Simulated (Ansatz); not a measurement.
A nudged elastic band was laid between two geometries of a periodic cell of 17 atoms, W16N (host W, host structure bcc, interstitial N).

Level of theory: DFT PBE, scalar-relativistic, plane waves, PAW in Ansatz. Settings: PAW set soft_1, cutoff 420 eV, k mesh 3x3x3, gaussian smearing 0.1 eV, no spin polarisation.

```
movable images  : 3
climbing image  : yes
spring          : 5.0 eV/Å²
optimiser       : quadratic models (default)
start path      : IDPP
force threshold : 0.03 eV/Å
iteration limit : 69
end points      : relaxed
```

Image 0:

```xyz
17
Lattice="6.3200 0.0000 0.0000 0.0000 6.3200 0.0000 0.0000 0.0000 6.3200" Properties=species:S:1:pos:R:3
W 0.045 -0.002 -0.289
W 3.205 -0.002 -0.009
W 0.045 3.158 -0.009
W 0.045 -0.002 3.446
W 1.625 1.578 1.579
W 3.205 3.158 0.032
W 3.205 -0.002 3.166
W 4.785 1.578 1.578
W 0.045 3.158 3.166
W 1.625 4.737 1.579
W 1.681 1.634 4.738
W 3.205 3.158 3.125
W 4.784 4.737 1.578
W 4.729 1.634 4.739
W 1.681 4.682 4.738
W 4.729 4.682 4.739
N 0.045 -0.002 1.579
```

Image 4:

```xyz
17
Lattice="6.3200 0.0000 0.0000 0.0000 6.3200 0.0000 0.0000 0.0000 6.3200" Properties=species:S:1:pos:R:3
W -0.003 -0.041 -0.143
W 3.157 0.000 -0.014
W -0.003 3.191 -0.003
W -0.003 -0.041 3.308
W 1.730 1.630 1.582
W 3.157 3.212 -0.018
W 3.157 0.000 3.180
W 4.585 1.629 1.582
W -0.003 3.191 3.168
W 1.582 4.715 1.582
W 1.592 1.586 4.743
W 3.157 3.212 3.182
W 4.731 4.715 1.582
W 4.721 1.586 4.743
W 1.595 4.696 4.743
W 4.719 4.696 4.743
N -0.003 0.807 1.582
```

Q: What changes between the two ends?

A: The atom that moves furthest is N17, by 0.81 Å; four of its nearest neighbours are W1 1.87, W4 1.87, W10 2.23, W13 2.23 Å at the first end and W8 1.92, W5 1.92, W4 1.92, W1 1.92 Å at the last.

Q: Give the energies along the band, and the barrier.

A: The forces met the threshold. The highest image is number 3 of 0 to 4, 0.58 eV above the first end and 0.00 eV above the last; the last end lies 0.57 eV above the first. The top lies less than 8 meV above the higher end, about what the thresholds resolve: that end is a shoulder or a very shallow well. By the program's own check the climbing image is a first-order saddle point (lowest curvatures found: -2.80 and 4.74 eV/Å²). Limits of this set-up: coarse k mesh, odd electron count without spin, a small cell, in which the defect meets its images, a typed lattice constant that wasn't relaxed here.

```csv
image,path coordinate (Å),energy (eV),W10–N17 (Å),W13–N17 (Å)
0,0.00,0.00,2.23,2.23
1,0.24,0.19,2.37,2.44
2,0.48,0.43,2.54,2.65
3,0.73,0.58,2.76,2.76
4,0.90,0.57,2.89,2.89
```

Q: What is the geometry of the highest image?

A: 
```xyz
17
Lattice="6.3200 0.0000 0.0000 0.0000 6.3200 0.0000 0.0000 0.0000 6.3200" Properties=species:S:1:pos:R:3
W 0.009 -0.054 -0.183
W 3.169 0.003 -0.008
W 0.009 3.190 -0.004
W 0.008 -0.055 3.346
W 1.696 1.620 1.581
W 3.169 3.204 -0.006
W 3.169 0.003 3.171
W 4.642 1.620 1.581
W 0.009 3.190 3.166
W 1.596 4.716 1.582
W 1.611 1.588 4.741
W 3.169 3.204 3.169
W 4.742 4.716 1.581
W 4.727 1.588 4.742
W 1.619 4.688 4.742
W 4.718 4.688 4.742
N 0.009 0.651 1.581
```

Run time: 16 min on 4 threads of Arm Neoverse V1, on a shared host, peak memory 2.3 GiB.
